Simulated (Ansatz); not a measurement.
**C: rigid cleavage**

This session takes C and sets out to open the crystal across a (0 0 1) plane.

Method: DFT r2SCAN, scalar-relativistic, plane waves, PAW, in Ansatz 0.2.0.

2 further runs of the same task are left out: 2 set aside as unsound or not needed.

### Step 1. The structure to begin with

Symmetry: Fmmm, No. 69, orthorhombic system. Conventional cell: a = 2.456 Å, b = 4.253 Å, c = 7.116 Å, α = 90.00°, β = 90.00°, γ = 90.00°. Around C (site symmetry m2m) lie 3 C at 1.42 Å.

As a file:

```
C
1.0
    -1.22812    2.12646    0.00000
    -1.22812   -2.12646    0.00000
     0.00000    0.00000   14.23111
C
8
Direct
  0.91668 0.08332 0.37496
  0.91668 0.08332 0.87496
  0.41668 0.58332 0.12504
  0.41668 0.58332 0.62504
  0.08332 0.91668 0.12504
  0.08332 0.91668 0.62504
  0.58332 0.41668 0.37496
  0.58332 0.41668 0.87496
```

It goes back to an entry of the Materials Project, which need not be the stable form.

It is built from the cell relaxed beforehand with the same method (9.29 Å³/atom).

### Step 2. Zero of energy

The cell is repeated 2 times, 8 atoms in all. The reference gives a free energy of -2013.3413 eV, pressure 0.00 GPa, largest force 0.007 eV/Å and gap on the mesh 0.20 eV. It was computed beforehand with the settings of the runs below.

### Step 3. Setting up rigid cleavage

The cut lies on the cell's a–b face, a (0 0 1) plane of area 5.22 Å², between layers 3.56 Å apart (C below, C above); the cell is 14.2 Å thick. Vector c is lengthened by d along the normal with the atoms' Cartesian places fixed: one unrelaxed cut per cell.

### Step 4. At d = 1.00 Å

Contents of input.yaml:

```yaml
crystal:
  lattice:
    - [-1.2281241545, 2.1264611631, 0.0]
    - [-1.2281241545, -2.1264611631, 0.0]
    - [0.0, 0.0, 15.2311090042]
  atoms:
    - { symbol: C, position: [0.9166750129, 0.0833249871, 0.1167566183] }
    - { symbol: C, position: [0.9166750129, 0.0833249871, 0.5839290678] }
    - { symbol: C, position: [0.4166750129, 0.5833249871, 0.8175882807] }
    - { symbol: C, position: [0.4166750129, 0.5833249871, 0.3504158312] }
    - { symbol: C, position: [0.0833249871, 0.9166750129, 0.8175882807] }
    - { symbol: C, position: [0.0833249871, 0.9166750129, 0.3504158312] }
    - { symbol: C, position: [0.5833249871, 0.4166750129, 0.1167566183] }
    - { symbol: C, position: [0.5833249871, 0.4166750129, 0.5839290678] }
basis:
  ecutwfc: 500
kpoints:
  mp_grid: { grid: [22, 22, 4] }
hamiltonian:
  xc: r2scan
scf:
  occupations: { method: gaussian, width: 0.15 }
output:
  forces: true
  stress: true
  eigenvalues: true
```

Command:

```
> ansatz run input.yaml --threads 2 --pin off --max-ram 5120MiB --backend cpu --events-out ev --progress --plain --runs-dir out
```

### Step 5. d = 3.00 Å

Contents of input.yaml:

```yaml
crystal:
  lattice:
    - [-1.2281241545, 2.1264611631, 0.0]
    - [-1.2281241545, -2.1264611631, 0.0]
    - [0.0, 0.0, 17.2311090042]
  atoms:
    - { symbol: C, position: [0.9166750129, 0.0833249871, 0.103204778] }
    - { symbol: C, position: [0.9166750129, 0.0833249871, 0.5161529232] }
    - { symbol: C, position: [0.4166750129, 0.5833249871, 0.7226915123] }
    - { symbol: C, position: [0.4166750129, 0.5833249871, 0.3097433671] }
    - { symbol: C, position: [0.0833249871, 0.9166750129, 0.7226915123] }
    - { symbol: C, position: [0.0833249871, 0.9166750129, 0.3097433671] }
    - { symbol: C, position: [0.5833249871, 0.4166750129, 0.103204778] }
    - { symbol: C, position: [0.5833249871, 0.4166750129, 0.5161529232] }
basis:
  ecutwfc: 500
kpoints:
  mp_grid: { grid: [22, 22, 4] }
hamiltonian:
  xc: r2scan
scf:
  occupations: { method: gaussian, width: 0.15 }
output:
  forces: true
  stress: true
  eigenvalues: true
  write_density: true
  write_potential: true
  elf: true
  volumetric_format: npy
```

### Step 6. At d = 0.50 Å

Contents of input.yaml:

```yaml
crystal:
  lattice:
    - [-1.2281241545, 2.1264611631, 0.0]
    - [-1.2281241545, -2.1264611631, 0.0]
    - [0.0, 0.0, 14.7311090042]
  atoms:
    - { symbol: C, position: [0.9166750129, 0.0833249871, 0.1207195452] }
    - { symbol: C, position: [0.9166750129, 0.0833249871, 0.6037486573] }
    - { symbol: C, position: [0.4166750129, 0.5833249871, 0.8453386789] }
    - { symbol: C, position: [0.4166750129, 0.5833249871, 0.3623095668] }
    - { symbol: C, position: [0.0833249871, 0.9166750129, 0.8453386789] }
    - { symbol: C, position: [0.0833249871, 0.9166750129, 0.3623095668] }
    - { symbol: C, position: [0.5833249871, 0.4166750129, 0.1207195452] }
    - { symbol: C, position: [0.5833249871, 0.4166750129, 0.6037486573] }
basis:
  ecutwfc: 500
kpoints:
  mp_grid: { grid: [22, 22, 4] }
hamiltonian:
  xc: r2scan
scf:
  occupations: { method: gaussian, width: 0.15 }
output:
  forces: true
  stress: true
  eigenvalues: true
```

### Step 7. d = 2.00 Å

Contents of input.yaml:

```yaml
crystal:
  lattice:
    - [-1.2281241545, 2.1264611631, 0.0]
    - [-1.2281241545, -2.1264611631, 0.0]
    - [0.0, 0.0, 16.2311090042]
  atoms:
    - { symbol: C, position: [0.9166750129, 0.0833249871, 0.1095632331] }
    - { symbol: C, position: [0.9166750129, 0.0833249871, 0.5479531485] }
    - { symbol: C, position: [0.4166750129, 0.5833249871, 0.7672165975] }
    - { symbol: C, position: [0.4166750129, 0.5833249871, 0.3288266822] }
    - { symbol: C, position: [0.0833249871, 0.9166750129, 0.7672165975] }
    - { symbol: C, position: [0.0833249871, 0.9166750129, 0.3288266822] }
    - { symbol: C, position: [0.5833249871, 0.4166750129, 0.1095632331] }
    - { symbol: C, position: [0.5833249871, 0.4166750129, 0.5479531485] }
basis:
  ecutwfc: 500
kpoints:
  mp_grid: { grid: [22, 22, 4] }
hamiltonian:
  xc: r2scan
scf:
  occupations: { method: gaussian, width: 0.15 }
output:
  forces: true
  stress: true
  eigenvalues: true
```

### Step 8. d = -0.30 Å

Contents of input.yaml:

```yaml
crystal:
  lattice:
    - [-1.2281241545, 2.1264611631, 0.0]
    - [-1.2281241545, -2.1264611631, 0.0]
    - [0.0, 0.0, 13.9311090042]
  atoms:
    - { symbol: C, position: [0.9166750129, 0.0833249871, 0.1276519177] }
    - { symbol: C, position: [0.9166750129, 0.0833249871, 0.6384191868] }
    - { symbol: C, position: [0.4166750129, 0.5833249871, 0.8938826206] }
    - { symbol: C, position: [0.4166750129, 0.5833249871, 0.3831153515] }
    - { symbol: C, position: [0.0833249871, 0.9166750129, 0.8938826206] }
    - { symbol: C, position: [0.0833249871, 0.9166750129, 0.3831153515] }
    - { symbol: C, position: [0.5833249871, 0.4166750129, 0.1276519177] }
    - { symbol: C, position: [0.5833249871, 0.4166750129, 0.6384191868] }
basis:
  ecutwfc: 500
kpoints:
  mp_grid: { grid: [22, 22, 4] }
hamiltonian:
  xc: r2scan
scf:
  occupations: { method: gaussian, width: 0.15 }
output:
  forces: true
  stress: true
  eigenvalues: true
  write_density: true
  write_potential: true
  elf: true
  volumetric_format: npy
```

### Step 9. At d = 0.25 Å

Contents of input.yaml:

```yaml
crystal:
  lattice:
    - [-1.2281241545, 2.1264611631, 0.0]
    - [-1.2281241545, -2.1264611631, 0.0]
    - [0.0, 0.0, 14.4811090042]
  atoms:
    - { symbol: C, position: [0.9166750129, 0.0833249871, 0.1228036319] }
    - { symbol: C, position: [0.9166750129, 0.0833249871, 0.6141716963] }
    - { symbol: C, position: [0.4166750129, 0.5833249871, 0.8599324969] }
    - { symbol: C, position: [0.4166750129, 0.5833249871, 0.3685644325] }
    - { symbol: C, position: [0.0833249871, 0.9166750129, 0.8599324969] }
    - { symbol: C, position: [0.0833249871, 0.9166750129, 0.3685644325] }
    - { symbol: C, position: [0.5833249871, 0.4166750129, 0.1228036319] }
    - { symbol: C, position: [0.5833249871, 0.4166750129, 0.6141716963] }
basis:
  ecutwfc: 500
kpoints:
  mp_grid: { grid: [22, 22, 4] }
hamiltonian:
  xc: r2scan
scf:
  occupations: { method: gaussian, width: 0.15 }
output:
  forces: true
  stress: true
  eigenvalues: true
```

(Steps that only read results are left out.)

What does the calculation give? Wanted: largest traction sampled.

As calculated:

| quantity | value |
| --- | --- |
| energy at d = 3.00 Å | 0.10 J/m² |
| largest traction sampled | 0.9 GPa at d = 0.50 Å |

At the widest gap sampled, 3.00 Å, the traction is still 0.0 GPa, so 0.10 J/m² is not yet the full work of separation. The traction peaks at 0.9 GPa near 0.50 Å, an estimate of the ideal strength of rigid blocks on this coarse sampling. The gap on the mesh, 0.20 eV at the start, reads zero at d = -0.30. Layers here are held mostly by dispersion, which this level lacks, so their spacing and the stiffness across them are unreliable there.

Counted by bands, a gap of 0.08 eV stays open on the mesh in one run that reads as metallic: the smearing reaches across it.
